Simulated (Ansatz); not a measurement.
A run of Ansatz 0.2.0 is set up as follows.

The input input.yaml:

```yaml
crystal:
  lattice:
    - [3.709078, 0.0, 0.0]
    - [0.0, 6.39886087, 0.0]
    - [0.0, 1.2766700262, 6.2702100505]
  atoms:
    - { symbol: Cu, position: [0.0, 0.948053, 0.948053] }
    - { symbol: Mg, position: [0.5, 0.137325, 0.137325] }
    - { symbol: Mg, position: [0.5, 0.101562, 0.666715] }
    - { symbol: Mg, position: [0.5, 0.666715, 0.101562] }
    - { symbol: Mg, position: [0.0, 0.370395, 0.370395] }
    - { symbol: Mg, position: [0.0, 0.447361, 0.805786] }
    - { symbol: Mg, position: [0.0, 0.805786, 0.447361] }
    - { symbol: B, position: [0.5, 0.522805, 0.522805] }
hamiltonian:
  xc: pbe
  pseudopotentials: { kind: paw }
kpoints:
  mp_grid: { grid: [7, 5, 5] }
scf:
  occupations: { method: gaussian, width: 0.1 }
output:
  forces: true
  stress: true
  eigenvalues: true
  write_density: true
  write_potential: true
  elf: true
  volumetric_format: npy
```

Potentials or basis: Ansatz PAW.

Run with:

```bash
$ ansatz run input.yaml --threads 4 --pin off --max-ram 11264MiB --backend cpu --events-out ev --progress --plain --runs-dir out
```

(1) What does it give for the pressure?

(2) Predict the band gap on the k mesh.

Results:

(1) 0.5 GPa.

(2) none (metal or under the smearing width).
